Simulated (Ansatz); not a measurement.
# C₁₁H₁₃ClHf: basis-set convergence

The task here is to estimate one member of a computed series from the others.

Method: one geometry, several basis sets; program: Ansatz 0.2.0, Gaussian basis.

Plan: PBE0-D4/def2-SVP; ωB97M-V/def2-SVP; PBE0-D4/def2-QZVPP; ωB97M-V/def2-QZVPP; the functionals' def2-TZVPP values are taken from earlier runs.

**Structure used throughout**

All runs share one geometry, relaxed beforehand with PBE0-D4 in a triple-zeta def2 set. Hf takes the def2 core potential; no spin-orbit term is included.

SMILES `[CH3][Hf]12345678([Cl])([C@H]9[C@@H]1[C@@H]2[C@@H]3[C@H]94)[C@H]1[C@@H]5[C@@H]6[C@@H]7[C@H]18`, 26 atoms, charge 0, spin multiplicity 1.

Atoms are counted from 1 here; the program's logs count them from 0.

Bond lengths: C1–Hf2 2.260 Å, C1–H14 1.095 Å, C1–H15 1.095 Å, C1–H16 1.095 Å, Hf2–Cl3 2.410 Å, Hf2–C4 2.529 Å, Hf2–C5 2.531 Å, Hf2–C6 2.512 Å, Hf2–C7 2.516 Å, Hf2–C8 2.523 Å, Hf2–C9 2.503 Å, Hf2–C10 2.509 Å, Hf2–C11 2.530 Å, Hf2–C12 2.540 Å, Hf2–C13 2.538 Å, C4–C5 1.408 Å, C4–C8 1.412 Å, C4–H17 1.079 Å and more. Angles: Hf2–C1–H14 109.5°, Hf2–C1–H15 110.0°, Hf2–C1–H16 115.1°, H14–C1–H15 107.4°, H14–C1–H16 107.2°, H15–C1–H16 107.3°, C1–Hf2–Cl3 97.6°, C1–Hf2–C4 92.3°, C1–Hf2–C5 75.6°, C1–Hf2–C6 95.4°, C1–Hf2–C7 127.0°, C1–Hf2–C8 124.5°, C1–Hf2–C9 131.1°, C1–Hf2–C10 103.6°, C1–Hf2–C11 77.2°, C1–Hf2–C12 85.0°, C1–Hf2–C13 116.8°, Cl3–Hf2–C4 84.3° and more.

Set-up of the first run:

Contents of in.yaml:

```yaml
crystal:
  periodic: [false, false, false]
  atoms:
    - {symbol: C, position_ang: [-1.447576, -1.606242, -0.876765]}
    - {symbol: Hf, position_ang: [-0.110737, -0.290644, 0.383400]}
    - {symbol: Cl, position_ang: [-0.393682, -1.455157, 2.474031]}
    - {symbol: C, position_ang: [-2.063238, 1.103964, 1.183177]}
    - {symbol: C, position_ang: [-2.068430, 1.195306, -0.221432]}
    - {symbol: C, position_ang: [-0.897498, 1.873962, -0.619698]}
    - {symbol: C, position_ang: [-0.177042, 2.219398, 0.547438]}
    - {symbol: C, position_ang: [-0.895784, 1.740223, 1.658767]}
    - {symbol: C, position_ang: [2.327308, 0.241685, 0.192957]}
    - {symbol: C, position_ang: [1.826492, 0.205488, -1.132079]}
    - {symbol: C, position_ang: [1.457175, -1.121905, -1.419720]}
    - {symbol: C, position_ang: [1.732012, -1.907926, -0.278994]}
    - {symbol: C, position_ang: [2.282365, -1.069847, 0.707351]}
    - {symbol: H, position_ang: [-2.442790, -1.657666, -0.421778]}
    - {symbol: H, position_ang: [-1.048199, -2.625259, -0.907935]}
    - {symbol: H, position_ang: [-1.580848, -1.277037, -1.912816]}
    - {symbol: H, position_ang: [-2.799842, 0.602276, 1.792063]}
    - {symbol: H, position_ang: [-2.824847, 0.799978, -0.880484]}
    - {symbol: H, position_ang: [-0.614793, 2.105818, -1.635714]}
    - {symbol: H, position_ang: [0.756670, 2.759893, 0.580256]}
    - {symbol: H, position_ang: [-0.594136, 1.814427, 2.692942]}
    - {symbol: H, position_ang: [2.707881, 1.110978, 0.707966]}
    - {symbol: H, position_ang: [1.750806, 1.046551, -1.804559]}
    - {symbol: H, position_ang: [1.025694, -1.476159, -2.343098]}
    - {symbol: H, position_ang: [1.525412, -2.961976, -0.169051]}
    - {symbol: H, position_ang: [2.567619, -1.370129, 1.703773]}
basis:
  gaussian: {orbitals: def2-SVP}
hamiltonian: {xc: pbe0, dispersion: d4}
output: {orbitals: {seedname: orbitals}}
```

Launch:

```
$ ansatz run in.yaml --threads 11 --pin off --events-out ev --progress --plain --max-ram 110592MiB --backend cpu
```

Among the steps run: PBE0-D4 in def2-SVP; ωB97M-V in def2-SVP; PBE0-D4 in def2-QZVPP; ωB97M-V in def2-QZVPP.

One table of the session follows, with a row left open; its other results are not shown here.

It belongs to the step «Functionals by basis». 

| functional | basis | HOMO (eV) |
| --- | --- | --- |
| PBE0-D4 | def2-SVP | -6.91 |
| PBE0-D4 | def2-TZVPP | -6.85 |
| PBE0-D4 | def2-QZVPP | -6.87 |
| ωB97M-V | def2-SVP | ? |
| ωB97M-V | def2-TZVPP | -8.89 |
| ωB97M-V | def2-QZVPP | -8.90 |

Q: Estimate the row for ωB97M-V, def2-SVP from the others.

**Answer.** HOMO (eV): -8.95. In the column «HOMO (eV)» it is the lowest.
